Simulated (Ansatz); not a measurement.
# CH₄FGaTe: up Jacob's ladder to CCSD(T)

An exercise on one series of results from a longer session: the logs are not shown, and one member is left open.

The runs use Ansatz 0.2.0, Gaussian basis; functionals in def2-TZVPP, the program's frozen cores in correlated methods.

Levels to be run: LDA (SPW92), PBE-D4, revPBE-D4, BLYP-D4, r2SCAN-D4, B97M-V, PBE0-D4, B3LYP-D4, r2SCANh-D4, r2SCAN0-D4, HSE06-D4, BHLYP-D4, CAM-B3LYP-D4, LC-ωPBE, ωB97X-V, ωB97M-V, B2PLYP, PBE-QIDH; CCSD(T)/def2-SVP; CCSD(T)/def2-TZVPP; MP2/def2-QZVPP; extrapolation to the limit; RPA on PBE.

### The geometry

An earlier PBE0-D4 in a triple-zeta def2 set relaxation fixed the geometry. Te takes the def2 core potential; no spin-orbit term is included.

SMILES `[CH3][Ga]([F])[TeH]`, 8 atoms, charge 0, spin multiplicity 1.

Atoms are counted from 1 here; the program's logs count them from 0.

Bond lengths: C1–Ga2 1.951 Å, C1–H5 1.092 Å, C1–H6 1.089 Å, C1–H7 1.092 Å, Ga2–F3 1.764 Å, Ga2–Te4 2.510 Å, Te4–H8 1.659 Å. Angles: Ga2–C1–H5 109.2°, Ga2–C1–H6 111.4°, Ga2–C1–H7 109.2°, H5–C1–H6 109.3°, H5–C1–H7 108.2°, H6–C1–H7 109.5°, C1–Ga2–F3 117.4°, C1–Ga2–Te4 132.0°, F3–Ga2–Te4 110.6°, Ga2–Te4–H8 90.2°.

Geometry (Å):

```csv
atom,x (Å),y (Å),z (Å)
C1,0.13427,1.08776,-0.64191
Ga2,0.24405,-0.24980,0.77394
F3,1.06787,0.21057,2.26413
Te4,-0.59124,-2.61261,0.92189
H5,-0.43718,1.94527,-0.28120
H6,-0.34513,0.68386,-1.53281
H7,1.14033,1.42904,-0.89270
H8,-1.21298,-2.49409,-0.61135
```

Set-up of the first run:

The input, in.yaml:

```yaml
crystal:
  periodic: [false, false, false]
  atoms:
    - {symbol: C, position_ang: [0.134274, 1.087764, -0.641913]}
    - {symbol: Ga, position_ang: [0.244054, -0.249803, 0.773941]}
    - {symbol: F, position_ang: [1.067873, 0.210568, 2.264127]}
    - {symbol: Te, position_ang: [-0.591241, -2.612611, 0.921894]}
    - {symbol: H, position_ang: [-0.437181, 1.945268, -0.281200]}
    - {symbol: H, position_ang: [-0.345127, 0.683860, -1.532809]}
    - {symbol: H, position_ang: [1.140332, 1.429044, -0.892701]}
    - {symbol: H, position_ang: [-1.212985, -2.494089, -0.611349]}
basis:
  gaussian: {orbitals: def2-TZVPP}
hamiltonian: {xc: lda}
output: {orbitals: {seedname: orbitals}}
```

Started as:

```sh
$ ansatz run in.yaml --threads 4 --pin off --events-out ev --progress --plain --max-ram 10444MiB
```

Among the steps run: LDA; PBE-D4 (GGA); revPBE-D4 (GGA); BLYP-D4 (GGA); r2SCAN-D4 (meta-GGA); B97M-V (meta-GGA); PBE0-D4 (hybrid); B3LYP-D4 (hybrid); r2SCANh-D4 (hybrid); r2SCAN0-D4 (hybrid); HSE06-D4 (hybrid); BHLYP-D4 (hybrid); CAM-B3LYP-D4 (range-separated); LC-ωPBE (range-separated); ωB97X-V (range-separated); ωB97M-V (range-separated); B2PLYP (double hybrid); PBE-QIDH (double hybrid).

One of the session's tables, all rows but one given; the rest of the session is left out.

It belongs to the step «Orbital energies across the functionals». 

```
  functional  HOMO (eV)  gap (eV)
 LDA (SPW92)      -6.05      4.10
      PBE-D4      -5.88      4.20
   revPBE-D4      -5.82      4.26
     BLYP-D4      -5.71      4.11
   r2SCAN-D4      -6.15      4.68
      B97M-V      -6.11      4.53
     PBE0-D4      -6.90      5.96
    B3LYP-D4      -6.68      5.50
  r2SCANh-D4      -6.52      5.32
  r2SCAN0-D4      -7.08      6.26
    HSE06-D4      -6.52      5.21
    BHLYP-D4      -7.76      7.56
CAM-B3LYP-D4      -8.10      8.06
     LC-ωPBE          ?         ?
     ωB97X-V      -9.07     10.02
     ωB97M-V      -8.95      9.70
```

Estimate the missing values for LC-ωPBE.

As computed: HOMO (eV): -9.38; gap (eV): 10.46. In the column «HOMO (eV)» it is the lowest.
